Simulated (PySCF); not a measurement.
# CH3Al2Cl4F: the cost of one run

Programs: PySCF 2.14.0, with density-fitted response routines of our own. Each step states its level of theory. These are calculated values for one molecule in the gas phase, unless marked as measured. Atoms count from 0, in the outputs and in this text.

**1. Starting geometry**

11 atoms, charge 0, multiplicity 1; geometry from: GFN2-xTB.

Bonds of the start (Å): F0–Al1 1.65, Al1–Cl2 2.02, Al1–Cl3 2.22, Cl3–Al4 2.18, Al4–C5 2.00, C5–Cl6 1.83, Al4–Cl7 2.22, Cl7–Al1 2.18, Al4–H8 1.54, C5–H9 1.09, C5–H10 1.09.

The optimised geometry no longer has the bonds of the starting formula, so what follows describes that rearranged structure.

**2. Excited states and response: wB97X-D/def2-SVPD**

The job: settings as JSON, then the geometry in Å.

```
{"job": {"kind": "uv", "xc": "wB97X-D", "basis": "def2-SVPD", "nstates": 8, "ntriplets": 3}, "charge": 0, "multiplicity": 1}
F      2.960667     0.611478     1.741398
Al     2.401148    -0.440586     0.598576
Cl     3.540815    -1.741702    -0.441105
Cl     1.177872     0.848035    -0.725883
Al    -0.583964    -0.294105    -0.148939
C     -2.067608     0.756937     0.695982
Cl    -2.207686     1.017273    -1.111177
Cl     0.582238    -1.308513     1.437634
H     -0.741988    -1.469599    -1.128046
H     -2.997987     0.271769     0.992322
H     -2.058082     1.751684     1.143116
```

Method: TDDFT wB97X-D/def2-SVPD, vertical, gas phase, core orbitals frozen in the response.

Run with:

```console
> OMP_NUM_THREADS=1 python probes_run.py task.json out
```

This one command runs all jobs of the session in turn.

Q: Estimate the wall time and peak memory of this job on 1 thread of Arm Neoverse N1, shared host.

About 99 s, with a peak of 0.96 GiB.
